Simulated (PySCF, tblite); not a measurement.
# C₂H₁₀BNOSi: a rotation path, then NMR shifts on frames

Aim: move C₂H₁₀BNOSi (`CO[SiH2]CBN`) away from its starting geometry and see how NMR shifts follow the geometry.

Programs: tblite 0.8.0 and PySCF 2.14.0, with density-fitted response routines of our own. Each step states its level of theory. These are calculated values for one molecule in the gas phase, unless marked as measured. Atoms count from 0, in the outputs and in this text.

## (1) The starting structure

16 atoms, charge 0, multiplicity 1; geometry from: GFN2-xTB.

Bonds of the start (Å): C0–O1 1.39, O1–Si2 1.63, Si2–C3 1.90, C3–B4 1.58, B4–N5 1.38, C0–H6 1.09, C0–H7 1.09, C0–H8 1.09, Si2–H9 1.46, Si2–H10 1.47, C3–H11 1.09, C3–H12 1.09, B4–H13 1.17, N5–H14 1.01, N5–H15 1.01.

## (2) The rotation path with GFN2-xTB

The job: settings as JSON, then the geometry in Å.

```
{"job": {"kind": "neb", "xc": "GFN2-xTB", "basis": "xTB", "atoms": [3, 2, 1, 0], "turn": 120}, "charge": 0, "multiplicity": 1}
C      2.931428    -0.276718     0.299057
O      2.023258     0.627548    -0.249369
Si     0.531554     0.356621    -0.851129
C     -0.657825    -0.399507     0.427970
B     -2.148406    -0.372394    -0.080813
N     -2.983286     0.669001     0.282163
H      3.833081     0.273427     0.573388
H      3.194053    -1.053228    -0.424274
H      2.520106    -0.755906     1.191599
H      0.219404     1.737163    -1.204966
H      0.607426    -0.525215    -2.025436
H     -0.543891     0.159075     1.359992
H     -0.334856    -1.421918     0.634399
H     -2.576140    -1.206012    -0.787483
H     -3.933755     0.768767    -0.030875
H     -2.689751     1.428239     0.874365
```

Level: GFN2-xTB climbing-image nudged elastic band, gas phase.

The run is started by

```console
> OMP_NUM_THREADS=1 python probes_run.py task.json out
```

This one command runs all jobs of the session in turn.

The program printed:

```text
image   E - E0 / eV
  0       0.0000
  1       0.0061
  2       0.0233
  3       0.0404
  4       0.0277
  5      -0.0087
  6      -0.0398
  7      -0.0571
  8      -0.0657
```

Wall time 6 s (1 thread of Arm Neoverse N1, shared host); peak memory 0.19 GiB.

The final band, with the dihedral C3–Si2–O1–C0:

| image | dihedral (°) | energy (eV) | energy (kcal/mol) |
| --- | --- | --- | --- |
| 0 | 60 | 0.000 | 0.0 |
| 1 | 73 | 0.006 | 0.1 |
| 2 | 88 | 0.023 | 0.5 |
| 3 | 107 | 0.040 | 0.9 |
| 4 | 129 | 0.028 | 0.6 |
| 5 | 148 | -0.009 | -0.2 |
| 6 | 161 | -0.040 | -0.9 |
| 7 | 172 | -0.057 | -1.3 |
| 8 | 179 | -0.066 | -1.5 |

## (3) NMR shieldings: image 0, PBE0/pcSseg-1

The job: settings as JSON, then the geometry in Å.

```
{"job": {"kind": "nmr", "xc": "PBE0", "basis": "pcSseg-1", "pop": false}, "charge": 0, "multiplicity": 1}
C      2.931400    -0.276700     0.299100
O      2.023300     0.627500    -0.249400
Si     0.531600     0.356600    -0.851100
C     -0.657800    -0.399500     0.428000
B     -2.148400    -0.372400    -0.080800
N     -2.983300     0.669000     0.282200
H      3.833100     0.273400     0.573400
H      3.194100    -1.053200    -0.424300
H      2.520100    -0.755900     1.191600
H      0.219400     1.737200    -1.205000
H      0.607400    -0.525200    -2.025400
H     -0.543900     0.159100     1.360000
H     -0.334900    -1.421900     0.634400
H     -2.576100    -1.206000    -0.787500
H     -3.933800     0.768800    -0.030900
H     -2.689800     1.428200     0.874400
```

Method: GIAO PBE0/pcSseg-1 NMR shielding, non-relativistic, gas phase.

The program printed:

```text
coarse grid: 13232 points
cycle   1  E = -526.0281063604  dE =  4.989e-01  |g| = 7.601e-01  |ddm| = 3.365e+00
cycle   2  E = -525.9121903040  dE =  1.159e-01  |g| = 1.099e+00  |ddm| = 1.522e+00
cycle   3  E = -526.1415014398  dE = -2.293e-01  |g| = 1.238e-01  |ddm| = 1.022e+00
cycle   4  E = -526.1443576407  dE = -2.856e-03  |g| = 4.000e-02  |ddm| = 1.224e-01
cycle   5  E = -526.1447377149  dE = -3.801e-04  |g| = 7.815e-03  |ddm| = 3.933e-02
cycle   6  E = -526.1447517849  dE = -1.407e-05  |g| = 2.132e-03  |ddm| = 8.099e-03
cycle   7  E = -526.1447528922  dE = -1.107e-06  |g| = 4.890e-04  |ddm| = 1.874e-03
final grid: 121472 points
cycle   8  E = -526.1848068488  dE = -2.587e-05  |g| = 1.058e-02  |ddm| = 2.128e-02
cycle   9  E = -526.1847866191  dE =  2.023e-05  |g| = 1.489e-02  |ddm| = 1.605e-02
cycle  10  E = -526.1848291512  dE = -4.253e-05  |g| = 1.347e-03  |ddm| = 9.938e-03
cycle  11  E = -526.1848295284  dE = -3.772e-07  |g| = 1.670e-04  |ddm| = 1.203e-03
cycle  12  E = -526.1848295335  dE = -5.119e-09  |g| = 6.750e-05  |ddm| = 1.670e-04
cycle  13  E = -526.1848295344  dE = -9.018e-10  |g| = 2.121e-05  |ddm| = 5.596e-05
converged SCF energy = -526.1848295344

GIAO shielding tensors (ppm)
atom      isotropic    diamagn.    paramagn.     s11        s22        s33       span
  0 C      133.864     243.219    -109.354    106.863    110.472    184.257     77.394
  1 O      329.337     397.259     -67.921    258.146    351.764    378.101    119.955
  2 Si     363.861     881.200    -517.339    305.798    361.189    424.596    118.799
  3 C      172.920     260.484     -87.564    145.882    178.882    193.997     48.116
  4 B       61.007     194.741    -133.734     16.214     45.274    121.532    105.318
  5 N      151.931     316.038    -164.107     54.494    194.675    206.625    152.131
  6 H       27.766      27.355       0.411     23.482     25.595     34.222     10.739
  7 H       28.152      28.569      -0.417     24.415     25.670     34.371      9.957
  8 H       28.027      30.389      -2.362     23.636     26.756     33.688     10.052
  9 H       26.949      31.307      -4.359     22.731     26.580     31.535      8.804
 10 H       26.578      30.737      -4.159     22.762     25.725     31.248      8.486
 11 H       31.341      35.478      -4.137     27.440     30.550     36.034      8.594
 12 H       30.588      33.971      -3.384     27.196     29.088     35.479      8.283
 13 H       26.817      30.239      -3.423     25.596     26.176     28.679      3.083
 14 H       27.504      28.006      -0.502     22.945     23.898     35.668     12.723
 15 H       27.718      32.217      -4.499     23.238     26.440     33.476     10.239
```

Wall time 36 s (1 thread of Arm Neoverse N1, shared host); peak memory 0.74 GiB.

Shifts follow as δ = σ(reference) − σ, with reference shieldings (ppm) from runs at the same level and on the same kind of geometry: ¹H TMS 31.72, ¹³C TMS 186.9, ²⁹Si TMS 349.2, ¹⁵N NH3 267.7, ¹⁷O H2O 336.1, ¹¹B BF3·OEt2 100.1. The references are single molecules in the gas phase, so shifts against H2O, NH3, PH3, H3PO4 or CFCl3 are not on the usual liquid scales and can be off by tens of ppm. Each atom is listed at this fixed geometry, with no averaging over motion; a spectrum would average atoms that exchange fast.

| atoms | environment | σ (ppm) | δ (ppm) |
| --- | --- | --- | --- |
| C0 | methyl carbon bonded to O | 133.9 | 53.1 |
| C3 | sp3 CH2 bonded to B and Si | 172.9 | 14.0 |
| H10 | hydrogen on a silicon bonded to C, O | 26.58 | 5.14 |
| H13 | hydrogen on a boron bonded to C, N | 26.82 | 4.90 |
| H9 | hydrogen on a silicon bonded to C, O | 26.95 | 4.77 |
| H14 | hydrogen on a nitrogen bonded to B | 27.50 | 4.21 |
| H15 | hydrogen on a nitrogen bonded to B | 27.72 | 4.00 |
| H6 | hydrogen on a methyl carbon bonded to O | 27.77 | 3.95 |
| H8 | hydrogen on a methyl carbon bonded to O | 28.03 | 3.69 |
| H7 | hydrogen on a methyl carbon bonded to O | 28.15 | 3.56 |
| H12 | hydrogen on an sp3 CH2 bonded to B and Si | 30.59 | 1.13 |
| H11 | hydrogen on an sp3 CH2 bonded to B and Si | 31.34 | 0.38 |
| O1 | oxygen bonded to C, Si | 329.3 | 6.7 |
| Si2 | silicon bonded to C, O, 2 H | 363.9 | -14.7 |
| B4 | boron bonded to C, N, H | 61.0 | 39.1 |
| N5 | nitrogen bonded to B, 2 H | 151.9 | 115.8 |

Orbitals, density, ELF and potential are computed afterwards from the orbital file.

Frontier orbitals at PBE0/pcSseg-1, with the share of their density that lies nearest to each atom:

| orbital | energy (eV) | lies on |
| --- | --- | --- |
| HOMO | -7.58 | O1 37 %; C3 17 %; N5 9 % |
| LUMO | 0.34 | B4 32 %; H13 12 %; Si2 11 % |

ELF in a plane through or near 5 of the atoms.

Ten even steps from '0' (0.00) to '9' (1.00):
```
0000000000000000000000000000
0000000000000000000000000000
0000000000000000000000000000
0000000000000000000000000000
0000000465000000000000000000
0000001999300023100021000000
0000002999500256411365200000
0000002999300477633786200000
0000144588001553765886520000
0000256304112873866868981000
0000135557761287647879994000
0000012237836714127867981000
0000000037716702004642420000
0000000034310142001320000000
0000000001013563000000000000
0000000000001331000000000000
0000000000000000000000000000
0000000000000000000000000000
0000000000000000000000000000
0000000000000000000000000000
```
The map spans 13.2 Å across and 8.9 Å up, centred on the molecule. Atoms in the plane (x, y in Å): C0 (-2.9, 0.3), Si2 (-0.5, -0.9), C3 (0.6, 0.6), H8 (-2.6, 1.3), H14 (4.0, -0.2).

log10 of the density (e/Å³) in the same plane.

Values, 10 rows by 14 columns:
```
-4.0 -4.0 -4.0 -4.0 -4.0 -4.0 -4.0 -4.0 -4.0 -4.0 -4.0 -4.0 -4.0 -4.0
-4.0 -4.0 -4.0 -4.0 -3.8 -4.0 -4.0 -3.7 -3.8 -4.0 -4.0 -4.0 -4.0 -4.0
-4.0 -4.0 -3.8 -2.6 -1.8 -2.4 -2.6 -2.0 -2.1 -2.7 -2.9 -3.5 -4.0 -4.0
-4.0 -4.0 -2.7 -1.4 -0.2 -1.3 -1.7 -0.6 -0.8 -1.4 -1.4 -2.0 -3.6 -4.0
-4.0 -3.3 -1.8 -0.4  0.3 -1.0 -1.1  0.2  0.0 -0.3  0.0 -1.0 -2.5 -4.0
-4.0 -3.2 -1.8 -0.4  0.1  0.1 -0.3 -0.1 -0.5 -0.1  0.2 -0.2 -2.0 -4.0
-4.0 -3.8 -2.6 -1.7 -0.8 -0.2  0.9 -0.4 -1.4 -1.2 -1.1 -1.5 -2.9 -4.0
-4.0 -4.0 -3.8 -3.1 -1.9 -1.3 -0.8 -0.8 -2.0 -2.5 -2.5 -3.2 -4.0 -4.0
-4.0 -4.0 -4.0 -4.0 -3.6 -2.7 -2.2 -2.1 -2.8 -3.8 -4.0 -4.0 -4.0 -4.0
-4.0 -4.0 -4.0 -4.0 -4.0 -3.8 -3.4 -3.3 -3.8 -4.0 -4.0 -4.0 -4.0 -4.0
```
The map spans 13.2 Å across and 8.9 Å up, centred on the molecule. Atoms in the plane (x, y in Å): C0 (-2.9, 0.3), Si2 (-0.5, -0.9), C3 (0.6, 0.6), H8 (-2.6, 1.3), H14 (4.0, -0.2).

On the surface of density 0.002 e/bohr³ the electrostatic potential runs, from the 1st to the 99th percentile, from -1.45 V near O1 to 1.66 V near H14.

## (4) NMR shieldings: image 1, PBE0/pcSseg-1

The job: settings as JSON, then the geometry in Å.

```
{"job": {"kind": "nmr", "xc": "PBE0", "basis": "pcSseg-1", "pop": false}, "charge": 0, "multiplicity": 1}
C      3.003200    -0.283000     0.242100
O      2.006100     0.609000    -0.147700
Si     0.528900     0.319400    -0.776100
C     -0.708800    -0.377200     0.489900
B     -2.179400    -0.357800    -0.075100
N     -3.026900     0.690100     0.237300
H      3.843200     0.294100     0.633100
H      3.344400    -0.874500    -0.611800
H      2.649300    -0.965700     1.018800
H      0.220500     1.688000    -1.177800
H      0.636400    -0.600600    -1.918800
H     -0.625700     0.216800     1.402900
H     -0.402500    -1.393000     0.747000
H     -2.578400    -1.208700    -0.778500
H     -3.963700     0.787000    -0.116700
H     -2.754400     1.465000     0.820000
```

Level: GIAO PBE0/pcSseg-1 NMR shielding, non-relativistic, gas phase.

The program printed:

```text
coarse grid: 13232 points
cycle   1  E = -526.0277596854  dE =  4.977e-01  |g| = 7.602e-01  |ddm| = 3.365e+00
cycle   2  E = -525.9115686044  dE =  1.162e-01  |g| = 1.099e+00  |ddm| = 1.512e+00
cycle   3  E = -526.1412360707  dE = -2.297e-01  |g| = 1.234e-01  |ddm| = 1.014e+00
cycle   4  E = -526.1440676230  dE = -2.832e-03  |g| = 4.014e-02  |ddm| = 1.224e-01
cycle   5  E = -526.1444506186  dE = -3.830e-04  |g| = 7.774e-03  |ddm| = 3.957e-02
cycle   6  E = -526.1444645873  dE = -1.397e-05  |g| = 2.129e-03  |ddm| = 8.057e-03
cycle   7  E = -526.1444656929  dE = -1.106e-06  |g| = 4.848e-04  |ddm| = 1.870e-03
final grid: 121472 points
cycle   8  E = -526.1847208907  dE = -2.456e-05  |g| = 1.064e-02  |ddm| = 2.027e-02
cycle   9  E = -526.1847007853  dE =  2.011e-05  |g| = 1.489e-02  |ddm| = 1.635e-02
cycle  10  E = -526.1847436253  dE = -4.284e-05  |g| = 1.371e-03  |ddm| = 1.002e-02
cycle  11  E = -526.1847440154  dE = -3.901e-07  |g| = 1.672e-04  |ddm| = 1.215e-03
cycle  12  E = -526.1847440205  dE = -5.126e-09  |g| = 6.613e-05  |ddm| = 1.652e-04
cycle  13  E = -526.1847440214  dE = -8.636e-10  |g| = 2.033e-05  |ddm| = 5.385e-05
converged SCF energy = -526.1847440214

GIAO shielding tensors (ppm)
atom      isotropic    diamagn.    paramagn.     s11        s22        s33       span
  0 C      133.584     242.448    -108.864    105.236    110.849    184.668     79.432
  1 O      330.051     397.689     -67.638    261.062    353.272    375.819    114.756
  2 Si     363.650     881.346    -517.696    304.164    363.276    423.511    119.346
  3 C      171.887     260.279     -88.392    141.978    178.653    195.030     53.052
  4 B       61.098     194.913    -133.814     16.303     45.357    121.636    105.333
  5 N      151.926     315.920    -163.994     54.821    194.352    206.606    151.785
  6 H       27.763      27.285       0.477     23.495     25.576     34.216     10.721
  7 H       28.078      28.169      -0.091     24.221     25.663     34.350     10.129
  8 H       28.024      30.076      -2.052     23.581     26.591     33.900     10.319
  9 H       26.952      31.486      -4.534     22.615     26.742     31.499      8.884
 10 H       26.584      30.948      -4.364     22.876     25.808     31.069      8.193
 11 H       31.351      35.329      -3.979     27.536     30.495     36.021      8.485
 12 H       30.593      33.851      -3.259     27.246     29.028     35.504      8.258
 13 H       26.831      30.282      -3.451     25.563     26.186     28.746      3.183
 14 H       27.504      27.970      -0.466     22.940     23.899     35.673     12.733
 15 H       27.693      32.127      -4.434     23.231     26.384     33.465     10.235
```

It took 27 s on 1 thread of Arm Neoverse N1, shared host; peak memory 0.75 GiB.

This run: δ C0 53.3, C3 15.0, O1 6.0, Si2 -14.5, H10 5.13, H13 4.89 ppm.

(Part 1 of 2 ends here.)
